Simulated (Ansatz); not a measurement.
# BeHBr (singlet): wave-function methods side by side, cc-pVDZ

How much of the correlation energy of BeHBr (singlet) does each wave-function method recover here?

Method: cc-pVDZ, core rule «outside noble gas», up to 15 orbitals frozen; program: Ansatz 0.2.0, Gaussian basis.

Plan: UHF; CCSD(T) on RHF; BCCD(T) on RHF; CISD; CCSDT(Q) on RHF.

32 further runs of the same task are left out: 12 for a known fault of the program, 1 for a mislabelled method, 9 that didn't finish, 10 set aside as unsound or not needed.

## 1. The system

The geometry is a PBE0/def2-TZVP stationary point (not a proven minimum). No spin-orbit coupling is included. The filled d shell of Br may be among the frozen orbitals whatever the setting's name suggests; the logs give the count.

3 atoms, charge 0, spin multiplicity 1.

Atoms are counted from 1 here; the program's logs count them from 0.

Bond lengths: Br1–Be2 1.957 Å, Be2–H3 1.331 Å. Angles: Br1–Be2–H3 180.0°.

Coordinates:

```
atom    x (Å)    y (Å)     z (Å)
 Br1  0.00000  0.00000   1.74840
 Be2  0.00000  0.00000  -0.20880
  H3  0.00000  0.00000  -1.53960
```

## 2. UHF

in.yaml

```yaml
crystal:
  periodic: [false, false, false]
  atoms:
    - {symbol: Br, position_ang: [0.000000, 0.000000, 1.748400]}
    - {symbol: Be, position_ang: [0.000000, 0.000000, -0.208800]}
    - {symbol: H, position_ang: [0.000000, 0.000000, -1.539600]}
basis:
  gaussian: {orbitals: cc-pVDZ}
magnetization: {spin_polarized: true, initial_magnetization: 0}
hamiltonian: {xc: hf}
output: {orbitals: {seedname: orbitals}}
```

The run is started by

```
$ ansatz run in.yaml --threads 1 --pin off --events-out ev --progress --plain --max-ram 2393MiB
```

Further steps of the session: CCSD(T) on RHF; BCCD(T) on RHF; CISD; CCSDT(Q) on RHF.

**Question.** What will the summary of the whole plan be? Wanted: RCCSDT(Q) below the RHF energy; RMP2 from RCCSDT(Q); RCCSD from RCCSDT(Q); RCCSD(T) from RCCSDT(Q); T1 diagnostic.

As calculated:

```
                         quantity                      value
   RCCSDT(Q) below the RHF energy                 -4.8807 eV
              RMP2 from RCCSDT(Q)            +15.10 kcal/mol
             RCCSD from RCCSDT(Q)             +2.57 kcal/mol
          RCCSD(T) from RCCSDT(Q)             +0.44 kcal/mol
levels within 1 kcal/mol (43 meV)  RCCSD(T), BCCD(T), RCCSDT
                    T1 diagnostic                      0.011
```

In words: RCCSD(T) lands +0.44 kcal/mol from the yardstick (0.4 % of the correlation energy). These misses are within one basis, not against nature.
